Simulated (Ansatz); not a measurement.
**CH₄Cl₂GeOS: a ladder of functionals and wavefunction methods**

The task here is to estimate one member of a computed series from the others.

Computed with Ansatz 0.2.0, Gaussian basis. Level: functionals in def2-TZVPP, the program's frozen cores in correlated methods.

Plan: LDA (SPW92), PBE-D4, revPBE-D4, BLYP-D4, r2SCAN-D4, B97M-V, PBE0-D4, B3LYP-D4, r2SCANh-D4, r2SCAN0-D4, HSE06-D4, BHLYP-D4, CAM-B3LYP-D4, LC-ωPBE, ωB97X-V, ωB97M-V, B2PLYP, PBE-QIDH; CCSD(T)/def2-SVP; CCSD(T)/def2-TZVPP; MP2/def2-QZVPP; extrapolation to the limit; RPA on PBE.

**Structure used throughout**

All runs share one geometry, relaxed beforehand with PBE0-D4 in a triple-zeta def2 set.

SMILES `C[O][Ge]([SH])([Cl])[Cl]`, 10 atoms, charge 0, spin multiplicity 1.

Atoms are counted from 1 here; the program's logs count them from 0.

Bond lengths: C1–O2 1.418 Å, C1–H7 1.091 Å, C1–H8 1.095 Å, C1–H9 1.095 Å, O2–Ge3 1.752 Å, Ge3–S4 2.196 Å, Ge3–Cl5 2.122 Å, Ge3–Cl6 2.135 Å, S4–H10 1.346 Å. Angles: O2–C1–H7 107.0°, O2–C1–H8 111.8°, O2–C1–H9 111.5°, H7–C1–H8 108.8°, H7–C1–H9 108.8°, H8–C1–H9 108.9°, C1–O2–Ge3 119.3°, O2–Ge3–S4 113.5°, O2–Ge3–Cl5 103.9°, O2–Ge3–Cl6 110.0°, S4–Ge3–Cl5 113.2°, S4–Ge3–Cl6 105.9°, Cl5–Ge3–Cl6 110.3°, Ge3–S4–H10 92.1°.

Geometry (Å):

```xyz
10
charge 0, multiplicity 1
C     0.2261   -1.5661    0.3925
O    -0.7523   -0.6731   -0.1133
Ge   -0.4917    1.0537    0.0262
S     1.3293    1.7494   -0.9860
Cl   -2.2654    1.9035   -0.7700
Cl   -0.2652    1.5956    2.0787
H    -0.0999   -2.5749    0.1364
H     1.2091   -1.3882   -0.0565
H     0.3133   -1.4896    1.4808
H     0.8796    1.3384   -2.1858
```

The first run:

in.yaml

```yaml
crystal:
  periodic: [false, false, false]
  atoms:
    - {symbol: C, position_ang: [0.226052, -1.566070, 0.392493]}
    - {symbol: O, position_ang: [-0.752279, -0.673068, -0.113334]}
    - {symbol: Ge, position_ang: [-0.491688, 1.053671, 0.026154]}
    - {symbol: S, position_ang: [1.329292, 1.749405, -0.986023]}
    - {symbol: Cl, position_ang: [-2.265372, 1.903525, -0.769955]}
    - {symbol: Cl, position_ang: [-0.265189, 1.595631, 2.078734]}
    - {symbol: H, position_ang: [-0.099920, -2.574901, 0.136353]}
    - {symbol: H, position_ang: [1.209067, -1.388181, -0.056471]}
    - {symbol: H, position_ang: [0.313319, -1.489618, 1.480838]}
    - {symbol: H, position_ang: [0.879619, 1.338406, -2.185789]}
basis:
  gaussian: {orbitals: def2-TZVPP}
hamiltonian: {xc: lda}
output: {orbitals: {seedname: orbitals}}
```

On the command line:

```sh
$ ansatz run in.yaml --threads 2 --pin off --events-out ev --progress --plain --max-ram 32768MiB --backend cpu
```

Steps of the session up to this table: LDA; PBE-D4 (GGA); revPBE-D4 (GGA); BLYP-D4 (GGA); r2SCAN-D4 (meta-GGA); B97M-V (meta-GGA); PBE0-D4 (hybrid); B3LYP-D4 (hybrid); r2SCANh-D4 (hybrid); r2SCAN0-D4 (hybrid); HSE06-D4 (hybrid); BHLYP-D4 (hybrid); CAM-B3LYP-D4 (range-separated); LC-ωPBE (range-separated); ωB97X-V (range-separated); ωB97M-V (range-separated); B2PLYP (double hybrid); PBE-QIDH (double hybrid).

One table of the session follows, with a row left open; its other results are not shown here.

```
  functional  HOMO (eV)  gap (eV)
 LDA (SPW92)      -7.03      4.41
      PBE-D4      -6.89      4.55
   revPBE-D4      -6.83      4.60
     BLYP-D4      -6.71      4.45
   r2SCAN-D4      -7.21      5.12
      B97M-V      -7.30      5.32
     PBE0-D4      -8.21      6.86
    B3LYP-D4      -7.93      6.28
  r2SCANh-D4      -7.70      5.95
  r2SCAN0-D4      -8.42      7.21
    HSE06-D4      -7.80      6.08
    BHLYP-D4          ?         ?
CAM-B3LYP-D4      -9.55      9.25
     LC-ωPBE     -11.00     11.95
     ωB97X-V     -10.62     11.48
     ωB97M-V     -10.43     11.13
```

**Question.** Estimate the row for BHLYP-D4.

Worked estimate for «HOMO (eV)». Against the share of exact exchange, BLYP-D4 (0, -6.71), B3LYP-D4 (0.2, -7.93) give a slope of -6.10 per unit share; at 0.5 the line stands at -9.76.

As computed: HOMO (eV): -9.34; gap (eV): 9.07. In «HOMO (eV)» the line misses by -0.42.
